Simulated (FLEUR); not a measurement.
# CoW3: single point with PBEsol

The system is CoW3.

```
W Co
1.0
     3.90735    0.00000    0.00000
     0.00000    3.90735    0.00000
     0.00000    0.00000    3.90735
W Co
3 1
Direct
  0.50000 0.50000 0.00000
  0.50000 0.00000 0.50000
  0.00000 0.50000 0.50000
  0.00000 0.00000 0.00000
```

The cell comes from a database or a generator and needn't be the stable form of this composition.

```json
{"Program": "FLEUR MaX-R8.1 (later development tree)", "Task": "single point", "Functional": "PBEsol", "Potentials or basis": "all-electron", "Basis": "FLAPW", "Kmax": "4.19 1/bohr", "k mesh": "7 × 7 × 7", "Occupations": "fermi-dirac, width 0.05 eV", "Spin": "collinear spin, ferromagnetic start", "Starting moments": "[0.0, 0.0, 0.0, 2.0] μB", "Gmax": "13 1/bohr", "Muffin-tin radii": "W 2.34, Co 2.34 bohr", "lmax": "W 10, Co 10", "lnonsphr": "W 10, Co 10", "Local orbitals a species": "W 4, Co 5", "Max iterations": "60", "Mixing factor": "0.05", "Mixer": "Anderson", "Mixer history": "15", "Density convergence": "1e-05 me/bohr^3"}
```

```yaml
Band_gap_on_the_k_mesh: none (metal or under the smearing width)
Net_moment: 0.00 μB per cell
Valence_electrons_inside_the_program's_atomic_spheres: W 25.45; Co 16.21 (radii W 2.34, Co 2.34 bohr)
```

Levels at points of the mesh, in eV from the Fermi level:
Spin up:
```tsv
k point	band 46	band 47	band 48	band 49	band 50	band 51	band 52	band 53	band 54	band 55
(0.00, 0.00, 0.00)	-1.10	-1.10	0.35	0.35	2.83	2.83	2.83	2.96	2.96	2.96
```
Spin down:
```
           k point  band 48  band 49  band 50  band 51  band 52  band 53
(0.00, 0.00, 0.00)     0.35     0.35     2.83     2.83     2.83     2.96
```

Core levels (eV from the Fermi level):
| atom | levels |
| --- | --- |
| 1 W | 1s1/2 -69369.6, 2s1/2 -11960.9, 2p1/2 -11437.7, 2p3/2 -10085.5, 3s1/2 -2750.2, 3p1/2 -2517.3, 3p3/2 -2225.0, 4s1/2 -562.8, 3d3/2 -1832.9, 3d5/2 -1769.3, 4p1/2 -466.3, 4p3/2 -398.4, 4d3/2 -239.9, 4d5/2 -227.4 |
| 2 W | 1s1/2 -69369.6, 2s1/2 -11960.9, 2p1/2 -11437.7, 2p3/2 -10085.5, 3s1/2 -2750.2, 3p1/2 -2517.3, 3p3/2 -2225.0, 4s1/2 -562.8, 3d3/2 -1832.9, 3d5/2 -1769.3, 4p1/2 -466.3, 4p3/2 -398.4, 4d3/2 -239.9, 4d5/2 -227.4 |
| 3 W | 1s1/2 -69369.6, 2s1/2 -11960.9, 2p1/2 -11437.7, 2p3/2 -10085.5, 3s1/2 -2750.2, 3p1/2 -2517.3, 3p3/2 -2225.0, 4s1/2 -562.8, 3d3/2 -1832.9, 3d5/2 -1769.3, 4p1/2 -466.3, 4p3/2 -398.4, 4d3/2 -239.9, 4d5/2 -227.4 |
| 4 Co | 1s1/2 -7576.3, 2s1/2 -890.2, 2p1/2 -771.5, 2p3/2 -756.7 |

Run time: 13 min on 1 thread of Arm Neoverse V1, on a shared host, peak memory 0.1 GiB.

Caveat: the starting moments collapsed, and a magnetic state may lie lower. Spin-orbit coupling is left out, which matters for the levels of W.
